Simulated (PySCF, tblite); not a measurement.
# CH5AlGeO3, a small gas-phase stand-in for a defect centre: NMR shifts, core binding energies and electronic excitations, part 2 of 2

tblite 0.8.0 and PySCF 2.14.0. Atoms count from 0, parts from 1. Earlier steps stand in the parts before.

## Step 6: TDDFT and polarisability: CAM-B3LYP/def2-SVPD

What the job is given:

```
{"job": {"kind": "uv", "xc": "CAM-B3LYP", "basis": "def2-SVPD", "nstates": 6, "ntriplets": 2, "ip": true}, "charge": 0, "multiplicity": 1}
Ge     0.074654     1.421484     1.718567
C     -1.824534     1.065597     1.208433
O      0.803018     0.252050     0.598746
Al     1.256457    -0.609748    -0.782502
O      1.699828    -2.247535    -0.726982
O      1.283857     0.185984    -2.279628
H     -2.548067     1.676480     1.769545
H     -2.045537    -0.001858     1.385135
H     -1.956754     1.251781     0.128372
H      1.738755    -2.766924     0.076983
H      1.552134    -0.255918    -3.086564
```

With the program's defaults for keys left out, this is: TDDFT CAM-B3LYP/def2-SVPD, vertical, gas phase, core orbitals frozen in the response.

What it wrote:

```text
coarse grid: 46848 points
cycle   1  E = -2585.6025370491  dE = -2.431e-01  |g| = 1.302e+00  |ddm| = 4.649e+00
cycle   2  E = -2585.1831523760  dE =  4.194e-01  |g| = 1.976e+00  |ddm| = 4.394e+00
cycle   3  E = -2585.9155593446  dE = -7.324e-01  |g| = 2.173e-01  |ddm| = 2.477e+00
cycle   4  E = -2585.9235332180  dE = -7.974e-03  |g| = 9.126e-02  |ddm| = 3.494e-01
cycle   5  E = -2585.9251095322  dE = -1.576e-03  |g| = 1.764e-02  |ddm| = 1.154e-01
cycle   6  E = -2585.9251679664  dE = -5.843e-05  |g| = 5.263e-03  |ddm| = 3.141e-02
cycle   7  E = -2585.9251755718  dE = -7.605e-06  |g| = 1.012e-03  |ddm| = 1.333e-02
final grid: 96624 points
cycle   8  E = -2585.9251443211  dE = -4.466e-07  |g| = 8.104e-04  |ddm| = 5.863e-03
cycle   9  E = -2585.9251443226  dE = -1.475e-09  |g| = 9.737e-04  |ddm| = 2.549e-03
cycle  10  E = -2585.9251444965  dE = -1.738e-07  |g| = 1.116e-04  |ddm| = 1.188e-03
cycle  11  E = -2585.9251445003  dE = -3.837e-09  |g| = 6.298e-05  |ddm| = 2.547e-04
cycle  12  E = -2585.9251445019  dE = -1.606e-09  |g| = 2.254e-05  |ddm| = 2.690e-04
cycle  13  E = -2585.9251445021  dE = -1.719e-10  |g| = 9.087e-06  |ddm| = 5.992e-05
converged SCF energy = -2585.9251445021

Static polarisability (au): isotropic 78.405, principal 68.245 78.405 88.566

Singlet excitations
state   eV       nm        f      main configurations
  1   3.1019    399.7   0.02149   H->L 0.99
  2   5.1700    239.8   0.05010   H->L+1 0.86
  3   6.0905    203.6   0.07435   H->L+2 0.84
  4   6.1405    201.9   0.02463   H-2->L 0.55, H-1->L 0.13, H-3->L 0.09
  5   6.6259    187.1   0.19164   H-3->L 0.35, H->L+4 0.23, H->L+3 0.12
  6   6.7528    183.6   0.16917   H->L+4 0.50, H->L+7 0.12, H->L+6 0.09

Triplet excitations (Tamm-Dancoff, eV): 2.0647 4.7665
Vertical ionisation energy (delta-SCF) = 8.5763 eV
Vertical electron affinity (delta-SCF) = 0.1627 eV
```

Wall time 1.8 min (1 thread of Arm Neoverse V1, shared host); peak memory 1 GiB.

The orbitals next to the gap, with their largest atomic shares:

| orbital | eV | atoms |
| --- | --- | --- |
| HOMO−3 | -10.85 | O2 46 %, O4 28 %, O5 9 % |
| HOMO−2 | -10.64 | O2 42 %, O4 33 %, Ge0 9 % |
| HOMO−1 | -10.60 | O5 54 %, O4 22 %, O2 8 % |
| HOMO | -7.66 | Ge0 53 %, C1 24 %, O2 15 % |
| LUMO | -0.93 | Ge0 68 %, O2 15 %, C1 11 % |
| LUMO+1 | -0.11 | Al3 62 %, O4 9 %, O5 7 % |
| LUMO+2 | 1.30 | Ge0 36 %, C1 23 %, H6 9 % |

With each of the 6 states as a Gaussian band of 0.4 eV half-width at 1/e, the curve within the window shown has maxima at 400 nm (ε 870), 240 nm (ε 2,000), 186 nm (ε 15,000) L/(mol cm). Beyond the last state computed it falls off for lack of states. The curve at chosen wavelengths:

| nm | ε (L/mol/cm) |
| --- | --- |
| 176 | 6402 |
| 189 | 14164 |
| 202 | 6454 |
| 214 | 2556 |
| 227 | 1495 |
| 240 | 2047 |
| 253 | 1306 |
| 265 | 459 |
| 278 | 89 |
| 291 | 12 |
| 304 | 3 |
| 316 | 13 |
| 329 | 53 |
| 342 | 155 |
| 355 | 332 |
| 367 | 536 |
| 380 | 738 |
| 393 | 854 |
| 406 | 858 |
| 418 | 777 |
| 431 | 636 |
| 444 | 481 |
| 457 | 340 |
| 469 | 236 |
| 482 | 152 |
| 495 | 94 |

Ground-state properties from the same run:

| property | computed |
| --- | --- |
| dipole moment (D) | 1.20 |
| polarisability (Å³) | 11.62 |
| HOMO–LUMO gap (eV) | 6.73 |
| −ε(HOMO) (eV) | 7.66 |

## Step 7: Outcome

What follows sums up all 2 parts.

```
                                                                  quantity                               value
                                                               point group                                  C1
                                      rotational constants (main isotopes)                3.82, 0.80, 0.77 GHz
                                    13C shifts against TMS (PBE0/pcSseg-1)                            41.5 ppm
                                     1H shifts against TMS (PBE0/pcSseg-1)    1.80, 1.29, 1.14, 0.42, 0.22 ppm
                                 73Ge shifts against GeMe4 (PBE0/pcSseg-1)                             950 ppm
                                    17O shifts against H2O (PBE0/pcSseg-1)                267.7, 10.0, 1.5 ppm
                                 27Al shifts against AlH4- (PBE0/pcSseg-1)                            12.9 ppm
potential on the surface of density 0.002 e/bohr³, 1st and 99th percentile                  -1.55 V and 2.86 V
                                          O1s binding energies, SCAN/pcX-2  O4 538.06, O5 538.05, O2 536.81 eV
                                          C1s binding energies, SCAN/pcX-2                        C1 289.67 eV
                                         Al2p binding energies, SCAN/pcX-2                        Al3 80.80 eV
                                      lowest singlet (CAM-B3LYP/def2-SVPD)         3.10 eV (400 nm), f = 0.021
                                  brightest single state of those computed         state 5, 6.63 eV, f = 0.192
                                                            lowest triplet                             2.06 eV
                                         vertical ionisation energy (ΔSCF)                             8.58 eV
                                         vertical electron affinity (ΔSCF)                             0.16 eV
```

The start of the PBE0/def2-SVP relaxation was shaken at random by about 0.01 Å, so part of the energy gained, and of the first lengths quoted, undoes that. Over 10 steps the energy fell by 0.174 eV; of the close pairs, Ge0–C1 changed most, 2.071 to 1.998 Å (PBE0/def2-SVP). No frequency check was run at this level, so the end point may be a saddle. Hydrogens of an XH3 group are listed apart at this fixed geometry; free rotation makes them one line at their mean. At PBE0/pcSseg-1: The largest span, 2698 ppm, is at Ge0, where the paramagnetic term is -2372 ppm. By nearest atom (PBE0/pcSseg-1), the HOMO sits on Ge0 55 %; C1 22 % and the LUMO on Ge0 78 %; O2 10 %. At SCAN/pcX-2: The O1s levels kept as sound span 1.25 eV, from O2 (oxygen bonded to Al, Ge) up to O4 (oxygen bonded to Al, H). The lowest singlet, at 3.10 eV, is HOMO→LUMO 0.99 and is weak; of the 6 states computed, the strongest absorption comes from state 5 at 6.63 eV (the last state computed absorbs too, and its partners may lie past the list). The lowest triplet lies 1.04 eV below the lowest singlet (triplets in Tamm-Dancoff, singlets in full TDDFT). The orbital energy would give 7.66 eV for ionisation, ΔSCF gives 8.58 eV. Spin-orbit coupling is left out, which matters for shieldings and couplings at and beside the heavy atoms. A capped cluster stands for the solid here, so long-range fields and strain are missing, and bands or shifts of the capping hydrogens have no counterpart in it.
